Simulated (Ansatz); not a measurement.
# RuSi: the cost of one run

The runs use Ansatz 0.2.0, Gaussian basis; def2-QZVPP, core rule «outside noble gas», up to 9 orbitals frozen.

To be run: UHF; ROHF; CCSD(T) on UHF.

### Step 1. The geometry

The geometry is a PBE0/def2-TZVP stationary point (not a proven minimum) of the parent state, kept for this charge and spin. No spin-orbit coupling is included. Elements past krypton take def2 core potentials.

2 atoms, charge 1, spin multiplicity 4.

Atoms are counted from 1 here; the program's logs count them from 0.

Bond lengths: Ru1–Si2 2.054 Å.

### Step 2. UHF

Input file in.yaml:

```yaml
crystal:
  periodic: [false, false, false]
  atoms:
    - {symbol: Ru, position_ang: [0.000000, 0.000000, 0.000000]}
    - {symbol: Si, position_ang: [0.000000, 0.000000, 2.054200]}
basis:
  gaussian: {orbitals: "def2-QZVPP.json"}
total_charge: 1
magnetization: {spin_polarized: true, initial_magnetization: 3}
hamiltonian: {xc: hf}
output: {orbitals: {seedname: orbitals}}
```

The run is started by

```bash
$ ansatz run in.yaml --threads 1 --pin off --events-out ev --progress --plain --max-ram 4096MiB --backend cpu
```

**Question.** How long does this run take on 1 thread of AMD EPYC 7R13, shared host, and how much memory does it need?

About 60 s, with a peak of 0.43 GiB.
